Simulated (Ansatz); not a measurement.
## Molecular dynamics of Be

Input file:

```yaml
accuracy: low
crystal:
  lattice:
    - [7.091764, 0.0, 0.0]
    - [-3.545882, 6.141648, 0.0]
    - [0.0, 0.0, 7.40853]
  atoms:
    - { symbol: Be, position: [0.0, 0.0, 0.0] }
    - { symbol: Be, position: [0.1111111, 0.2222222, 0.25] }
    - { symbol: Be, position: [0.0, 0.0, 0.5] }
    - { symbol: Be, position: [0.1111111, 0.2222222, 0.75] }
    - { symbol: Be, position: [0.0, 0.3333333, 0.0] }
    - { symbol: Be, position: [0.1111111, 0.5555556, 0.25] }
    - { symbol: Be, position: [0.0, 0.3333333, 0.5] }
    - { symbol: Be, position: [0.1111111, 0.5555556, 0.75] }
    - { symbol: Be, position: [0.0, 0.6666667, 0.0] }
    - { symbol: Be, position: [0.1111111, 0.8888889, 0.25] }
    - { symbol: Be, position: [0.0, 0.6666667, 0.5] }
    - { symbol: Be, position: [0.1111111, 0.8888889, 0.75] }
    - { symbol: Be, position: [0.3333333, 0.0, 0.0] }
    - { symbol: Be, position: [0.4444444, 0.2222222, 0.25] }
    - { symbol: Be, position: [0.3333333, 0.0, 0.5] }
    - { symbol: Be, position: [0.4444444, 0.2222222, 0.75] }
    - { symbol: Be, position: [0.3333333, 0.3333333, 0.0] }
    - { symbol: Be, position: [0.4444444, 0.5555556, 0.25] }
    - { symbol: Be, position: [0.3333333, 0.3333333, 0.5] }
    - { symbol: Be, position: [0.4444444, 0.5555556, 0.75] }
    - { symbol: Be, position: [0.3333333, 0.6666667, 0.0] }
    - { symbol: Be, position: [0.4444444, 0.8888889, 0.25] }
    - { symbol: Be, position: [0.3333333, 0.6666667, 0.5] }
    - { symbol: Be, position: [0.4444444, 0.8888889, 0.75] }
    - { symbol: Be, position: [0.6666667, 0.0, 0.0] }
    - { symbol: Be, position: [0.7777778, 0.2222222, 0.25] }
    - { symbol: Be, position: [0.6666667, 0.0, 0.5] }
    - { symbol: Be, position: [0.7777778, 0.2222222, 0.75] }
    - { symbol: Be, position: [0.6666667, 0.3333333, 0.0] }
    - { symbol: Be, position: [0.7777778, 0.5555556, 0.25] }
    - { symbol: Be, position: [0.6666667, 0.3333333, 0.5] }
    - { symbol: Be, position: [0.7777778, 0.5555556, 0.75] }
    - { symbol: Be, position: [0.6666667, 0.6666667, 0.0] }
    - { symbol: Be, position: [0.7777778, 0.8888889, 0.25] }
    - { symbol: Be, position: [0.6666667, 0.6666667, 0.5] }
    - { symbol: Be, position: [0.7777778, 0.8888889, 0.75] }
basis:
  ecutwfc: 420.0
kpoints:
  mp_grid: { grid: [2, 2, 2] }
hamiltonian:
  xc: pbe
scf:
  occupations: { method: fermi_dirac, width: 0.17 }
  lower_state_search: "off"
md:
  timestep: 1
  n_steps: 90
  ensemble: nvt_langevin
  temperature: 2000.0
  initial_velocities: maxwell_boltzmann
  seed: 483797
  friction: 0.02
```

Launched with:

```bash
$ ansatz run input.yaml --threads 1 --pin off --max-ram 3072MiB --backend cpu --events-out ev --progress --plain --runs-dir out
```

It starts from a structure without forces on its atoms.

Output, in part (one step line in 4):

```
md step     0: t =     0.00 fs  T =  1944.4 K  F+E_penalty+E_count = -3337.05447681 eV  E_kin = 9.048200 eV  (6 SCF iters)
md step     4: t =     4.00 fs  T =  1739.5 K  F+E_penalty+E_count = -3336.16126954 eV  E_kin = 8.094695 eV  (6 SCF iters)
md step     8: t =     8.00 fs  T =  1416.0 K  F+E_penalty+E_count = -3333.82327506 eV  E_kin = 6.588959 eV  (5 SCF iters)
md step    12: t =    12.00 fs  T =   935.5 K  F+E_penalty+E_count = -3331.29537882 eV  E_kin = 4.353123 eV  (5 SCF iters)
md step    16: t =    16.00 fs  T =   835.8 K  F+E_penalty+E_count = -3329.75253232 eV  E_kin = 3.889053 eV  (5 SCF iters)
md step    20: t =    20.00 fs  T =  1148.1 K  F+E_penalty+E_count = -3329.63495955 eV  E_kin = 5.342329 eV  (6 SCF iters)
md step    24: t =    24.00 fs  T =  1159.0 K  F+E_penalty+E_count = -3329.83298406 eV  E_kin = 5.393466 eV  (5 SCF iters)
md step    28: t =    28.00 fs  T =  1302.1 K  F+E_penalty+E_count = -3329.90933578 eV  E_kin = 6.059111 eV  (5 SCF iters)
md step    32: t =    32.00 fs  T =  1468.9 K  F+E_penalty+E_count = -3329.72127746 eV  E_kin = 6.835464 eV  (5 SCF iters)
md step    36: t =    36.00 fs  T =  1465.3 K  F+E_penalty+E_count = -3329.62607968 eV  E_kin = 6.818440 eV  (5 SCF iters)
md step    40: t =    40.00 fs  T =  1608.3 K  F+E_penalty+E_count = -3329.96222336 eV  E_kin = 7.483830 eV  (6 SCF iters)
md step    44: t =    44.00 fs  T =  1615.8 K  F+E_penalty+E_count = -3330.58162625 eV  E_kin = 7.519101 eV  (5 SCF iters)
md step    48: t =    48.00 fs  T =  1665.5 K  F+E_penalty+E_count = -3331.09623779 eV  E_kin = 7.750294 eV  (5 SCF iters)
md step    52: t =    52.00 fs  T =  1580.5 K  F+E_penalty+E_count = -3330.85341321 eV  E_kin = 7.354416 eV  (5 SCF iters)
md step    56: t =    56.00 fs  T =  1617.9 K  F+E_penalty+E_count = -3330.42078224 eV  E_kin = 7.528871 eV  (5 SCF iters)
md step    60: t =    60.00 fs  T =  1517.5 K  F+E_penalty+E_count = -3329.98277146 eV  E_kin = 7.061608 eV  (6 SCF iters)
md step    64: t =    64.00 fs  T =  1374.6 K  F+E_penalty+E_count = -3330.04826114 eV  E_kin = 6.396455 eV  (5 SCF iters)
md step    68: t =    68.00 fs  T =  1653.1 K  F+E_penalty+E_count = -3330.75221895 eV  E_kin = 7.692277 eV  (5 SCF iters)
md step    72: t =    72.00 fs  T =  1730.6 K  F+E_penalty+E_count = -3331.14420201 eV  E_kin = 8.053176 eV  (5 SCF iters)
md step    76: t =    76.00 fs  T =  1340.4 K  F+E_penalty+E_count = -3330.85374284 eV  E_kin = 6.237370 eV  (5 SCF iters)
md step    80: t =    80.00 fs  T =  1313.6 K  F+E_penalty+E_count = -3330.45454606 eV  E_kin = 6.112476 eV  (6 SCF iters)
md step    84: t =    84.00 fs  T =  1603.6 K  F+E_penalty+E_count = -3330.47174901 eV  E_kin = 7.462138 eV  (5 SCF iters)
md step    88: t =    88.00 fs  T =  1657.9 K  F+E_penalty+E_count = -3330.83294537 eV  E_kin = 7.714728 eV  (5 SCF iters)
md step    90: t =    90.00 fs  T =  1615.2 K  F+E_penalty+E_count = -3330.83961290 eV  E_kin = 7.516012 eV  (6 SCF iters)
```

The run went to its last step. The mean temperature of the second half is 23 % below the set value. A run of 0.09 ps of so small a system gives no equilibrium averages. Limits of this set-up: coarse k mesh, low accuracy level.

Mean squared displacements from the first frame to the last, about the centre of mass: Be 0.07 Å².

Last frame:

```xyz
36
Lattice="7.0918 0.0000 0.0000 -3.5459 6.1416 0.0000 0.0000 0.0000 7.4085" Properties=species:S:1:pos:R:3
Be 0.035 -0.153 0.122
Be -0.271 1.012 1.954
Be -0.210 0.026 3.673
Be 0.008 1.580 5.459
Be -1.326 1.851 0.229
Be -0.910 3.360 1.666
Be -1.129 2.150 3.795
Be -1.126 3.558 5.495
Be -2.171 4.208 0.015
Be -2.038 5.306 1.886
Be -2.069 4.046 3.745
Be -2.252 5.802 5.494
Be 2.234 0.119 0.279
Be 2.389 1.731 1.872
Be 2.646 0.118 3.516
Be 2.333 1.660 5.656
Be 1.022 2.308 0.132
Be 1.018 3.594 1.704
Be 1.218 1.840 3.705
Be 1.125 3.546 5.476
Be -0.028 4.330 0.121
Be -0.069 5.614 1.861
Be -0.048 3.863 3.636
Be 0.126 5.408 5.509
Be 4.847 -0.116 -0.059
Be 4.428 1.415 1.815
Be 4.671 0.474 3.543
Be 4.841 1.269 5.471
Be 3.574 2.287 -0.197
Be 3.671 3.418 1.917
Be 3.666 2.241 3.841
Be 3.581 3.707 5.458
Be 2.339 3.924 -0.038
Be 2.198 5.625 1.804
Be 2.200 4.075 3.426
Be 2.518 5.408 5.504
```

Time of the run: 9.2 min on 1 thread of Arm Neoverse V2 (shared host), peak memory 0.65 GiB.
